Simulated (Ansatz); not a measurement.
The system is MoSe.

```
CELL_PARAMETERS angstrom
0.00000 2.89288 2.89288
2.89288 0.00000 2.89288
2.89288 2.89288 0.00000
ATOMIC_POSITIONS crystal
Mo 0.00000 0.00000 0.00000
Se 0.50000 0.50000 0.50000
```

The cell was built by a generator and needn't be a form met in nature.

```yaml
Program: Ansatz 0.2.0
Task: relaxation of cell and atoms
Functional: HSEsol
Potentials_or_basis: Ansatz PAW
Cutoff: "420 eV (not typed: the program's choice for these potentials)"
k_mesh: 4 × 4 × 4
Occupations: fermi-dirac, width 0.05 eV
Spin: no spin polarisation
```

At the start: volume 24.21 Å³/atom.

Question: Where does the relaxation end?

Answer: It ends after 6 steps and the volume is 16.66 Å³/atom (-31.2 %); space group Fm-3m (No. 225, to 0.05 Å).

Step by step:
```csv
step,energy change (eV),largest force (eV/Å),volume (Å³)
1,0.0000,0.0000,48.42
2,-1.0617,0.0000,41.68
3,-1.7302,0.0000,35.59
4,-1.7771,0.0000,32.07
5,-1.8047,0.0000,33.33
6,-1.8029,0.0000,33.33
```

Final structure:
```
CELL_PARAMETERS angstrom
0.00000 2.55423 2.55423
2.55423 0.00000 2.55423
2.55423 2.55423 0.00000
ATOMIC_POSITIONS crystal
Mo 0.00000 0.00000 0.00000
Se 0.50000 0.50000 0.50000
```

Caveat: the k mesh is coarse (spacing up to 0.47 Å⁻¹), so the values aren't converged, least of all with exact exchange; the volume moved by over 15 % at a fixed basis, so the end points are rough; the plane-wave basis is chosen anew once the cell has moved, so the energies of steps on either side of that aren't comparable; the PAW data sets come from PBE, with cores solved anew for the run's functional, which leaves a small shift of forces and pressure.
